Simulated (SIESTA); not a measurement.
Crystal: TiNi.

```
Ni Ti
1.0
     3.82195    0.00000    0.00000
     0.00000    3.82195    0.00000
     0.00000    0.00000    3.63625
Ni Ti
2 2
Cartesian
  0.0000 0.0000 0.0000
  1.9110 1.9110 0.0000
  1.9110 0.0000 1.8879
  0.0000 1.9110 1.7483
```

The cell comes from a database or a generator and needn't be the stable form of this composition.

```yaml
Program: SIESTA 5.4.2
Task: single point
Functional: PBEsol
Potentials_or_basis: PseudoDojo 0.4 standard (PBEsol files)
Basis: DZP (energy shift 0.003 Ry; two zetas on semicore shells)
Grid_cutoff: 800 Ry
Energy_shift: 0.003 Ry
k_mesh: 7 × 7 × 7
Occupations: fermi-dirac, width 0.05 eV
Spin: collinear spin, ferromagnetic start
Starting_moments: "[1.0, 1.0, 1.0, 1.0] μB"
```

On this cell: pressure -6.4 GPa; largest force 0.123 eV/Å; net moment 0.00 μB per cell; band gap on the k mesh none (metal or under the smearing width).

The same run follows on a disturbed copy (atoms moved at random, drawn with an rms of 0.05 Å):

```
Ni Ti
1.0
     3.82195    0.00000    0.00000
     0.00000    3.82195    0.00000
     0.00000    0.00000    3.63625
Ni Ti
2 2
Direct
  0.00427 0.00352 0.00586
  0.50383 0.49633 0.00179
  0.50870 0.99259 0.52114
  0.01050 0.51177 0.47818
```

Q: What does the disturbed cell give?

A: The energy (extrapolated to zero smearing) moves by +6.7 meV/atom; pressure -6.1 GPa; largest force 0.664 eV/Å; net moment 0.00 μB per cell; band gap on the k mesh none (metal or under the smearing width).

Forces on the atoms (eV/Å):
```
Ni   0.074  0.006 -0.111
Ni   0.084  0.050 -0.058
Ti  -0.028  0.561 -0.040
Ti  -0.130 -0.617  0.208
```

Stress tensor (GPa, compression positive):
```
-5.03  0.01 -0.02
 0.01 -5.16  0.22
-0.02  0.22 -8.26
```

Caveats: short orbitals over semicore shells can move pressures by several GPa; the basis of atomic orbitals isn't converged, which shifts pressures, moduli and gaps.
